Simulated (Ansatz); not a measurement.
# Ag(CO)H (CHAgO): geometry optimisation

The task: find the minimum of Ag(CO)H (CHAgO) nearest to the start.

Computed with Ansatz 0.2.0. Level: RKS PBE0-D4/def2-TZVP.

## (1) The starting structure

4 atoms, charge 0, spin multiplicity 1.

Atoms are counted from 1 here; the program's logs count them from 0.

Bond lengths: Ag1–C2 1.986 Å, Ag1–H4 1.567 Å, C2–O3 1.136 Å. Angles: C2–Ag1–H4 144.3°, Ag1–C2–O3 135.9°.

Geometry (Å):

```csv
atom,x (Å),y (Å),z (Å)
Ag1,-0.1608,0.6064,-0.7479
C2,-0.0545,0.1309,1.1777
O3,0.2639,-0.7809,1.7764
H4,-0.0486,0.0436,-2.2062
```

## (2) Relaxation

Contents of input.yaml:

```yaml
crystal:
  periodic: [false, false, false]
  atoms:
    - { symbol: Ag, position_ang: [-0.16085, 0.60638, -0.74786] }
    - { symbol: C, position_ang: [-0.05451, 0.1309, 1.17769] }
    - { symbol: O, position_ang: [0.26391, -0.78088, 1.77639] }
    - { symbol: H, position_ang: [-0.04855, 0.0436, -2.20622] }
basis:
  gaussian: { orbitals: def2-TZVP }
hamiltonian:
  xc: pbe0
  dispersion: d4
output:
  forces: true
relax:
  f_tol: 0.003
  max_steps: 120
```

The run is started by

```sh
$ ansatz run input.yaml --threads 1 --pin off --max-ram 2560MiB --backend cpu --events-out ev --progress --plain --runs-dir out
```

**Question.** What will these runs give? Wanted: energy gained; root mean square move; dipole moment.

As calculated:

| quantity | value |
| --- | --- |
| energy gained | 0.3369 eV |
| root mean square move | 0.494 Å |
| dipole moment | 3.90 D |

In words: Bond lengths: Ag1–C2 2.053 Å, Ag1–H4 1.637 Å, C2–O3 1.121 Å. Angles: C2–Ag1–H4 179.9°, Ag1–C2–O3 179.8°. No frequencies were computed here.
